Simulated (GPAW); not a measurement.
MoI:

```xyz
2
Lattice="0.0000 3.1789 3.1789 3.1789 0.0000 3.1789 3.1789 3.1789 0.0000" Properties=species:S:1:pos:R:3 pbc="T T T"
Mo    0.0000    0.0000    0.0000
I     4.7683    4.7683    4.7683
```

The cell was built by a generator and needn't be a form met in nature.

Base run:

- Program: GPAW 26.7.0
- Functional: revPBE
- Potentials or basis: the program's PAW data sets (release 1.2.1) made for this functional
- Cutoff: 600 eV
- Basis: pw
- k mesh: 7 × 7 × 7
- Occupations: fermi-dirac, width 0.05 eV
- Spin: no spin polarisation

Its results: pressure -5.8 GPa.

After a change of settings the same cell gave: pressure -5.3 GPa. Which change was it?
A. functional from revPBE to RPBE
B. functional from revPBE to PBE; potentials or basis from the program's PAW data sets (release 1.2.1) made for this functional to GPAW PAW data sets (gpaw-data 1.2.1)
C. functional from revPBE to LDA
D. functional from revPBE to r2SCAN; potentials or basis from the program's PAW data sets (release 1.2.1) made for this functional to GPAW PAW data sets (gpaw-data 1.2.1)

A.

Caveats: an odd number of electrons without spin polarisation forces a metal; a magnetic or distorted state may lie lower.

Not every run made on this cell is shown here.
